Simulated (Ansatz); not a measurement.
# TiC: the cost of one run

Method: DFT PBEsol, scalar-relativistic, plane waves, PAW, in Ansatz 0.2.0.

6 further runs of the same task are left out: 2 that didn't finish, 4 set aside as unsound or not needed.

### Step 1. The system as given

The structure is cubic, space group Fm-3m (No. 225). Conventional cell: a = 4.376 Å, b = 4.376 Å, c = 4.376 Å, α = 90.00°, β = 90.00°, γ = 90.00°. Around Ta (site symmetry m-3m) lie 6 N at 2.19 Å. Around N (site symmetry m-3m) lie 6 Ta at 2.19 Å.

Structure file:

```xyz
2
Lattice="0.0000 2.1878 2.1878 2.1878 0.0000 2.1878 2.1878 2.1878 0.0000" Properties=species:S:1:pos:R:3 pbc="T T T"
Ta    2.1878    2.1878    2.1878
N     0.0000    0.0000    0.0000
```

It is the result of an earlier relaxation at this level (volume 10.47 Å³/atom; gap on the mesh: none (metal)).

### Step 2. The film's bulk: TiC

Relaxed beforehand at this level: -1361.2093 eV/atom, gap on the mesh none (metal).

Space group Fm-3m (No. 225). a = 4.293 Å, b = 4.293 Å, c = 4.293 Å, α = 90.00°, β = 90.00°, γ = 90.00°
```json
{"atom": "Ti", "site": "4b", "symmetry": "m-3m", "x": "0.5000", "y": "0.0000", "z": "0.0000"}
{"atom": "C", "site": "4a", "symmetry": "m-3m", "x": "0.0000", "y": "0.0000", "z": "0.0000"}
```

Bulk energy of TaN, the base, on matching settings, from an earlier run: -5093.5296 eV/atom.

### Step 3. TiC strained to the base's plane

The (111) plane of TiC is fitted to the (111) plane of TaN, a strain of +1.9 % along x and +1.9 % along y; the third vector and the atoms relax.

The input, input.yaml:

```yaml
crystal:
  lattice:
    - [3.0940796522, 0.0, 0.0]
    - [-1.5470398261, 2.6795515801, 0.0]
    - [1.5470398261, 0.89318386, 2.4229257253]
  atoms:
    - { symbol: Ti, position: [0.0, 0.5, 0.5] }
    - { symbol: C, position: [0.0, 0.0, 0.0] }
basis:
  ecutwfc: 420
kpoints:
  mp_grid: { grid: [12, 12, 14] }
hamiltonian:
  xc: pbesol
scf:
  occupations: { method: gaussian, width: 0.1 }
output:
  forces: true
  stress: true
  eigenvalues: true
relax:
  adjacent_minimum: "off"
  f_tol: 0.01
  max_steps: 50
  cell: { fix: [a, b, gamma], stress_tol: 0.1 }
```

On the command line:

```
> ansatz run input.yaml --threads 2 --pin off --max-ram 5120MiB --backend cpu --events-out ev --progress --plain --runs-dir out
```

Q: Estimate wall time and peak memory on 2 threads of Arm Neoverse V1, shared host.

About 19 s, with a peak of 0.4 GiB.
